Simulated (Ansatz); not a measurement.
# F2H3SiSn radical: one species, many methods

How much do the methods differ for F2H3SiSn radical? The plan is to run it at one geometry with functionals of several rungs and with coupled cluster. The yardstick is the atomisation energy at the CCSD(T) limit.

The runs use Ansatz 0.2.0, Gaussian basis; functionals in def2-TZVPP, the program's frozen cores in correlated methods.

The runs, in order: LDA (SPW92), PBE-D4, revPBE-D4, BLYP-D4, r2SCAN-D4, B97M-V, PBE0-D4, B3LYP-D4, r2SCANh-D4, r2SCAN0-D4, HSE06-D4, BHLYP-D4, CAM-B3LYP-D4, LC-ωPBE, ωB97X-V, ωB97M-V, B2PLYP, PBE-QIDH; CCSD(T)/def2-SVP; CCSD(T)/def2-TZVPP; MP2/def2-QZVPP; extrapolation to the limit; RPA on PBE.

1 further run of the same task is left out (for a known fault of the program).

## Step 1: The geometry

An earlier PBE0-D4 in a triple-zeta def2 set relaxation fixed the geometry. Sn takes the def2 core potential; no spin-orbit term is included.

7 atoms, charge 0, spin multiplicity 2.

Atoms are counted from 1 here; the program's logs count them from 0.

Bond lengths: F1–Sn2 1.931 Å, Sn2–F3 1.931 Å, Sn2–Si4 2.672 Å, Si4–H5 1.482 Å, Si4–H6 1.482 Å, Si4–H7 1.482 Å. Angles: F1–Sn2–F3 99.8°, F1–Sn2–Si4 103.9°, F3–Sn2–Si4 103.7°, Sn2–Si4–H5 106.5°, Sn2–Si4–H6 106.6°, Sn2–Si4–H7 107.9°, H5–Si4–H6 111.2°, H5–Si4–H7 112.1°, H6–Si4–H7 112.1°.

## Step 2: LDA

This LDA is Slater exchange with PW92 correlation.

The input, in.yaml:

```yaml
crystal:
  periodic: [false, false, false]
  atoms:
    - {symbol: F, position_ang: [0.126464, -1.982592, 1.766136]}
    - {symbol: Sn, position_ang: [1.130698, -0.498430, 1.045873]}
    - {symbol: F, position_ang: [2.232547, -1.436575, -0.233201]}
    - {symbol: Si, position_ang: [-0.643187, 0.797114, -0.474655]}
    - {symbol: H, position_ang: [0.112711, 1.839244, -1.209419]}
    - {symbol: H, position_ang: [-1.631896, 1.402257, 0.449212]}
    - {symbol: H, position_ang: [-1.266138, -0.188917, -1.389646]}
basis:
  gaussian: {orbitals: def2-TZVPP}
magnetization: {spin_polarized: true, initial_magnetization: 1}
hamiltonian: {xc: lda}
output: {orbitals: {seedname: orbitals}}
```

Command:

```
ansatz run in.yaml --threads 4 --pin off --events-out ev --progress --plain --max-ram 10444MiB
```

After this run come: PBE-D4 (GGA); revPBE-D4 (GGA); BLYP-D4 (GGA); r2SCAN-D4 (meta-GGA); B97M-V (meta-GGA); B3LYP-D4 (hybrid); r2SCANh-D4 (hybrid); r2SCAN0-D4 (hybrid); HSE06-D4 (hybrid); BHLYP-D4 (hybrid); CAM-B3LYP-D4 (range-separated); LC-ωPBE (range-separated); ωB97X-V (range-separated); ωB97M-V (range-separated); B2PLYP (double hybrid); PBE-QIDH (double hybrid); CCSD(T) in def2-SVP; CCSD(T) in def2-TZVPP; MP2 in def2-QZVPP; RPA on PBE orbitals.

Before running them: what should the planned runs give, taken together? Wanted: atomisation energy, CCSD(T)/CBS; farthest beyond LDA; mean size of error, GGA; mean size of error, meta-GGA; mean size of error, hybrid; mean size of error, range-separated; mean size of error, double hybrid; gap, smallest and largest; T1 diagnostic.

**Answer**, as computed:

| quantity | value |
| --- | --- |
| atomisation energy, CCSD(T)/CBS | 491.0 kcal/mol |
| functionals within 4.9 kcal/mol (1.0 %) | PBE-D4, BLYP-D4, r2SCAN-D4, B97M-V, CAM-B3LYP-D4, ωB97X-V |
| farthest beyond LDA | BHLYP-D4 (-23.8 kcal/mol) |
| mean size of error, GGA | 4.5 kcal/mol |
| mean size of error, meta-GGA | 1.4 kcal/mol |
| mean size of error, hybrid | 12.9 kcal/mol |
| mean size of error, range-separated | 4.1 kcal/mol |
| mean size of error, double hybrid | 14.3 kcal/mol |
| gap, smallest and largest | 0.65 eV (LDA (SPW92)), 7.41 eV (LC-ωPBE) |
| T1 diagnostic | 0.0181 |
| triples share of the correlation energy | 2.9 % |

The LDA atomisation energy is off by 69.2 kcal/mol (14 %): it overbinds. PBE-D4 misses by +2.6 kcal/mol. Double hybrids carry the basis error of their MP2 part in triple zeta, and no dispersion term here, so their miss is partly the set-up's. The rungs meta-GGA, range-separated, GGA miss on average by less than the doubt on the reference (4.9 kcal/mol), so they tie. Misses under about 4.9 kcal/mol are within the doubt on the reference itself, which lacks core-valence correlation, spin-orbit coupling and higher excitations, and its outer-core shells are covered unevenly. All levels share the lack of spin-orbit coupling, which lowers the free heavy atoms and so the true binding. Hartree-Fock recovers 70 % of the binding; the rest is correlation. CCSD(T) in def2-SVP is off by -50.0 kcal/mol, worse than the median functional, from the basis alone. The gap grows from 0.7 to 7.4 eV across the functionals, mostly with the share of exact exchange. Correlated methods include outer-core shells of Sn, which these sets cover unevenly.
